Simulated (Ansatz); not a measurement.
# CH5CuO: the cost of one run

Program: the Python package of Ansatz 0.2.0. Level of theory: MP2/def2-SVPD. These are calculated values, not measurements.

### Step 1. The structure

Bond lengths: C1–Cu2 1.928 Å, Cu2–O3 1.917 Å, C1–H4 1.093 Å, C1–H5 1.092 Å, C1–H6 1.092 Å, O3–H7 0.971 Å, O3–H8 0.971 Å. Angles: C1–Cu2–O3 179.8°, Cu2–C1–H4 114.0°, Cu2–C1–H5 113.6°, Cu2–C1–H6 113.0°, H4–C1–H5 105.1°, H4–C1–H6 105.1°, H5–C1–H6 105.1°, Cu2–O3–H7 101.5°, Cu2–O3–H8 101.4°, H7–O3–H8 109.2°.

No structure file is read: the coordinates are typed or built in the script.

### Step 2. The code

Contents of field_ch5cuo.py:

```python
"""Dipole of CH5CuO in the field of point charges."""

import ansatz as az
import numpy as np

BASIS = "def2-SVPD"
METHOD = "MP2"


def main() -> None:
    mol = (
        az.Crystal.molecule()
        .atom("C", (-0.73145, 1.30986, -0.47269))
        .atom("Cu", (0.2828, -0.25651, 0.01069))
        .atom("O", (1.29454, -1.81449, 0.48503))
        .atom("H", (-1.29963, 1.74468, 0.35298))
        .atom("H", (-1.46626, 1.1294, -1.2601))
        .atom("H", (-0.10713, 2.12321, -0.84767))
        .atom("H", (1.36475, -1.71296, 1.4481))
        .atom("H", (0.66239, -2.52319, 0.28366))
    )

    base = (
        mol.calculation()
        .basis(gaussian=BASIS)
        .correlation(METHOD)
        .scf(lower_state_search="light")
        .forces()
    )
    # charges +q and -q at -R and +R make a nearly even field 2 k q / R^2 at the centre
    centre = np.mean([site.position_ang for site in mol.cartesian_sites], axis=0)
    field = 2 * 14.399645 * 2.0 / 25.0 ** 2


    def dipole(axis, sign):
        arm = 25.0 * np.eye(3)[axis]
        pair = [{"charge": sign * 2.0, "position_ang": (centre - arm).tolist()}, {"charge": -sign * 2.0, "position_ang": (centre + arm).tolist()}]
        deck = base.input().set(az.key.basis.gaussian.point_charges, pair)
        return np.array(az.Session.from_dict(deck).plan().execute().report["charge_distribution"]["dipole_moment_e_ang"])


    print(f"field {field:.4f} V/A")
    alpha = np.array([(dipole(axis, 1) - dipole(axis, -1)) / (2 * field) * 14.399645 for axis in range(3)])
    print("polarisability tensor (A^3)")
    print(np.array2string(alpha, precision=3, suppress_small=True))
    print(f"mean {np.trace(alpha) / 3:.3f} A^3 = {np.trace(alpha) / 3 / 0.14818471:.2f} bohr^3")


if __name__ == "__main__":
    main()
```

### Step 3. The input behind the calls

The package turns the script's settings into the engine's input (first run):

```yaml
crystal:
  periodic: [false, false, false]
  atoms:
    - { symbol: C, position_ang: [-0.73145, 1.30986, -0.47269] }
    - { symbol: Cu, position_ang: [0.2828, -0.25651, 0.01069] }
    - { symbol: O, position_ang: [1.29454, -1.81449, 0.48503] }
    - { symbol: H, position_ang: [-1.29963, 1.74468, 0.35298] }
    - { symbol: H, position_ang: [-1.46626, 1.1294, -1.2601] }
    - { symbol: H, position_ang: [-0.10713, 2.12321, -0.84767] }
    - { symbol: H, position_ang: [1.36475, -1.71296, 1.4481] }
    - { symbol: H, position_ang: [0.66239, -2.52319, 0.28366] }
basis:
  gaussian:
    orbitals: def2-SVPD
    point_charges:
      - { charge: 2.0, position_ang: [-24.99999875, 5.551115123125783e-17, 0.0] }
      - { charge: -2.0, position_ang: [25.00000125, 5.551115123125783e-17, 0.0] }
correlation:
  method: mp2
scf:
  lower_state_search: light
output:
  forces: true
```

### Step 4. Launch

Command:

```sh
python field_ch5cuo.py
```

Q: Estimate wall time and peak memory on 1 thread of Arm Neoverse V2, shared host.

About 42 s, with a peak of 0.37 GiB.
